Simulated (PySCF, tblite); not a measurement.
# C₆H₆BF₂N+ (doublet): geometry, infrared bands and EPR parameters

Aim: predict the infrared bands and EPR parameters of C₆H₆BF₂N+ (doublet) (`[NH2+]c1cccc(B(F)F)c1`).

Programs: tblite 0.8.0 and PySCF 2.14.0, with density-fitted response routines of our own. Each step states its level of theory. These are calculated values for one molecule in the gas phase, unless marked as measured. Atoms count from 0, in the outputs and in this text.

## Step 1: The molecule as given

16 atoms, charge 1, multiplicity 2; geometry from: force field or distance geometry start.

Bonds of the start (Å): N0–C1 1.44, C1–C2 1.37, C2–C3 1.38, C3–C4 1.38, C4–C5 1.40, C5–B6 1.57, B6–F7 1.46, B6–F8 1.45, C5–C9 1.38, C9–C1 1.38, N0–H10 1.06, N0–H11 1.07, C2–H12 1.12, C3–H13 1.07, C4–H14 1.08, C9–H15 1.09.

## Step 2: Relaxing the molecule with GFN2-xTB

What the job is given:

```
{"job": {"kind": "relax", "xc": "GFN2-xTB", "basis": "xTB"}, "charge": 1, "multiplicity": 2}
N     -2.180500    -1.425600    -0.198800
C     -1.098100    -0.487700    -0.093700
C     -1.417000     0.840000    -0.014100
C     -0.402600     1.771100     0.083700
C      0.910100     1.340200     0.140100
C      1.216500    -0.020500     0.060700
B      2.723500    -0.474600     0.107400
F      3.445100    -0.299700    -1.148900
F      3.117700    -1.657900     0.854700
C      0.204400    -0.954900    -0.042200
H     -2.614100    -1.581700     0.756900
H     -2.995200    -1.017200    -0.750400
H     -2.483700     1.165400    -0.040900
H     -0.596000     2.826200     0.145900
H      1.752300     2.011700     0.219000
H      0.409900    -2.025700    -0.091000
```

On the command line:

```sh
OMP_NUM_THREADS=1 python probes_run.py task.json out
```

One launch serves the whole session: the jobs run in the order shown.

**Question.** This job is followed by: GFN2-xTB harmonic vibrations, gas phase; UKS B3LYP, pcH-1 on B C F H N, non-relativistic, mean-field spin-orbit, GIAO. What will the session give for the following? strongest single infrared mode (GFN2-xTB); zero-point energy (GFN2-xTB); g(iso) (B3LYP); ⟨S²⟩; largest a(iso) (averaged by class).

**Answer**, as computed:

```
                                 quantity                  value
strongest single infrared mode (GFN2-xTB)  1258 cm⁻¹, 368 km/mol
             zero-point energy (GFN2-xTB)          69.7 kcal/mol
                           g(iso) (B3LYP)                2.00272
                                     ⟨S²⟩     0.770 (exact 0.75)
       largest a(iso) (averaged by class)    13C on C4, 32.2 MHz
```

**Reading.** Over 91 steps the energy fell by 2.324 eV; of the close pairs, B6–F7 changed most, 1.459 to 1.302 Å. No mode is imaginary among the 42: a minimum at this level. The strongest single mode, at 1258 cm⁻¹, is spread over many atoms; the largest shares are those of B6, H13. Unscaled tight-binding wavenumbers are off by several per cent, some by more. Its intensities can rank the bands wrongly. The largest spin populations lie on C4 (0.40 e), N0 (0.36 e). The isotropic g lies 0.4 ppt above the free-electron value.
